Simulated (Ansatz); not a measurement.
# Cu8SiSe6: further runs on the relaxed cell

This session takes Cu8SiSe6 and sets out to repeat the electronic structure at other levels of theory.

Computed with Ansatz 0.2.0 (DFT PBEsol, scalar-relativistic, plane waves, PAW, unless a step's input says otherwise).

## 1. Starting point

The structure is orthorhombic, space group Pmn2_1 (No. 31). The conventional cell has a = 7.153 Å, b = 7.034 Å, c = 10.129 Å, α = 90.00°, β = 90.00°, γ = 90.00°. Si (site symmetry m) has 4 Se at 2.24 to 2.26 Å in its first shell of neighbours. Cu (site symmetry 1) has 3 Se at 2.35 to 2.48 Å and 3 Cu at 2.66 to 2.70 Å in its first shell of neighbours. Cu (site symmetry 1) has 4 Se at 2.39 to 2.67 Å and 2 Cu at 2.68 Å in its first shell of neighbours. Around Cu (site symmetry m) lie 3 Se at 2.38 to 2.63 Å and 2 Cu at 2.68 Å. Around Cu (site symmetry 1) lie 3 Se at 2.43 to 2.51 Å and 5 Cu at 2.60 to 2.85 Å. Cu (site symmetry m) has 4 Se at 2.37 to 2.52 Å and 2 Cu at 2.60 Å in its first shell of neighbours. Around Se (site symmetry m) lie 1 Si at 2.24 Å and 3 Cu at 2.40 to 2.51 Å. Se (site symmetry m) is surrounded by 6 Cu at 2.38 to 2.44 Å. Only part of the 11 independent sites is listed.

As a file:

```cif
data_structure
_symmetry_space_group_name_H-M 'Pmn2_1'
_symmetry_Int_Tables_number 31
_cell_length_a 7.1529
_cell_length_b 7.0341
_cell_length_c 10.1288
_cell_angle_alpha 90.000
_cell_angle_beta 90.000
_cell_angle_gamma 90.000
_cell_volume 509.62
loop_
_atom_site_label
_atom_site_type_symbol
_atom_site_symmetry_multiplicity
_atom_site_Wyckoff_symbol
_atom_site_fract_x
_atom_site_fract_y
_atom_site_fract_z
_atom_site_occupancy
Si1 Si 2 a 0.00000 0.24926 0.50989 1
Cu1 Cu 4 b 0.18572 0.15793 0.16352 1
Cu2 Cu 4 b 0.20893 0.10916 0.83721 1
Cu3 Cu 2 a 0.00000 0.71890 0.45404 1
Cu4 Cu 4 b 0.18852 0.51986 0.25175 1
Cu5 Cu 2 a 0.00000 0.59228 0.03780 1
Se1 Se 2 a 0.00000 0.50632 0.63971 1
Se2 Se 2 a 0.00000 0.80560 0.22667 1
Se3 Se 4 b 0.23571 0.75248 0.88937 1
Se4 Se 2 a 0.00000 0.98523 0.63638 1
Se5 Se 2 a 0.00000 0.26414 0.98682 1
```

It is the result of an earlier relaxation at this level (volume 16.99 Å³/atom; gap on the mesh: 0.45 eV).

## 2. The same geometry with r2SCAN

input.yaml

```yaml
crystal:
  lattice:
    - [7.1529282275, 0.0, 0.0]
    - [0.0, 7.0340668554, 0.0]
    - [0.0, 0.0, 10.1288249988]
  atoms:
    - { symbol: Si, position: [0.0, 0.2492647555, 0.5098912621] }
    - { symbol: Si, position: [0.5, 0.7507352445, 0.0098912621] }
    - { symbol: Cu, position: [0.1857206531, 0.1579293204, 0.1635196729] }
    - { symbol: Cu, position: [0.3142793469, 0.8420706796, 0.6635196729] }
    - { symbol: Cu, position: [0.8142793469, 0.1579293204, 0.1635196729] }
    - { symbol: Cu, position: [0.6857206531, 0.8420706796, 0.6635196729] }
    - { symbol: Cu, position: [0.2089252533, 0.1091634335, 0.8372111004] }
    - { symbol: Cu, position: [0.2910747467, 0.8908365665, 0.3372111004] }
    - { symbol: Cu, position: [0.7910747467, 0.1091634335, 0.8372111004] }
    - { symbol: Cu, position: [0.7089252533, 0.8908365665, 0.3372111004] }
    - { symbol: Cu, position: [0.0, 0.7189037603, 0.4540416431] }
    - { symbol: Cu, position: [0.5, 0.2810962397, 0.9540416431] }
    - { symbol: Cu, position: [0.1885228033, 0.5198605026, 0.2517452566] }
    - { symbol: Cu, position: [0.3114771967, 0.4801394974, 0.7517452566] }
    - { symbol: Cu, position: [0.8114771967, 0.5198605026, 0.2517452566] }
    - { symbol: Cu, position: [0.6885228033, 0.4801394974, 0.7517452566] }
    - { symbol: Cu, position: [0.0, 0.5922794577, 0.0378047535] }
    - { symbol: Cu, position: [0.5, 0.4077205423, 0.5378047535] }
    - { symbol: Se, position: [0.0, 0.5063232785, 0.6397071522] }
    - { symbol: Se, position: [0.5, 0.4936767215, 0.1397071522] }
    - { symbol: Se, position: [0.0, 0.8055966995, 0.2266707729] }
    - { symbol: Se, position: [0.5, 0.1944033005, 0.7266707729] }
    - { symbol: Se, position: [0.2357094931, 0.7524759578, 0.8893654136] }
    - { symbol: Se, position: [0.2642905069, 0.2475240422, 0.3893654136] }
    - { symbol: Se, position: [0.7642905069, 0.7524759578, 0.8893654136] }
    - { symbol: Se, position: [0.7357094931, 0.2475240422, 0.3893654136] }
    - { symbol: Se, position: [0.0, -0.0147707424, 0.6363826711] }
    - { symbol: Se, position: [0.5, 1.0147707424, 0.1363826711] }
    - { symbol: Se, position: [0.0, 0.2641422528, -0.0131811419] }
    - { symbol: Se, position: [0.5, 0.7358577472, 0.4868188581] }
basis:
  ecutwfc: 500
kpoints:
  mp_grid: { grid: [6, 6, 4] }
  band_path:
    path:
      - [[0.0, 0.0, 0.0], [0.5, 0.0, 0.0], [0.5, 0.5, 0.0], [0.0, 0.5, 0.0], [0.0, 0.0, 0.0], [0.0, 0.0, 0.5], [0.5, 0.0, 0.5], [0.5, 0.5, 0.5], [0.0, 0.5, 0.5], [0.0, 0.0, 0.5]]
      - [[0.5, 0.0, 0.0], [0.5, 0.0, 0.5]]
      - [[0.0, 0.5, 0.0], [0.0, 0.5, 0.5]]
      - [[0.5, 0.5, 0.0], [0.5, 0.5, 0.5]]
    npoints: 10
hamiltonian:
  xc: r2scan
scf:
  occupations: { method: gaussian, width: 0.02 }
  n_extra_bands: 75
output:
  forces: true
  stress: true
  eigenvalues: true
  populations: true
  dos: { projected: true, de: 0.02, nscf_kmesh: { grid: [9, 9, 6] } }
  bader: false
  write_density: true
  write_potential: true
  elf: true
  volumetric_format: npy
```

Command:

```bash
ansatz run input.yaml --threads 8 --pin off --max-ram 22528MiB --backend cpu --events-out ev --progress --plain --runs-dir out
```

## 3. The same geometry with PBEsol with spin-orbit coupling

input.yaml, as its differences from that of step 2:

```diff
@@ -37,3 +37,3 @@
 basis:
-  ecutwfc: 500
+  ecutwfc: 420
 kpoints:
@@ -48,6 +48,5 @@
 hamiltonian:
-  xc: r2scan
+  xc: pbesol
 scf:
   occupations: { method: gaussian, width: 0.02 }
-  n_extra_bands: 75
 output:
@@ -57,3 +56,3 @@
   populations: true
-  dos: { projected: true, de: 0.02, nscf_kmesh: { grid: [9, 9, 6] } }
+  dos: { projected: true, de: 0.02 }
   bader: false
@@ -63 +62,4 @@
   volumetric_format: npy
+magnetization:
+  noncollinear: true
+  spin_orbit: true
```

(Steps that only read results are left out.)

Before running it: what results should come out? Wanted: gap.

**Answer**, as computed:

```
    quantity                          value
gap (r2SCAN)  0.78 eV, indirect on the path
```

What this shows: The gap runs from 0.45 eV with PBEsol to 0.78 eV with r2SCAN. At this fixed cell r2SCAN gives 2.5 GPa, so it would relax to a larger volume.
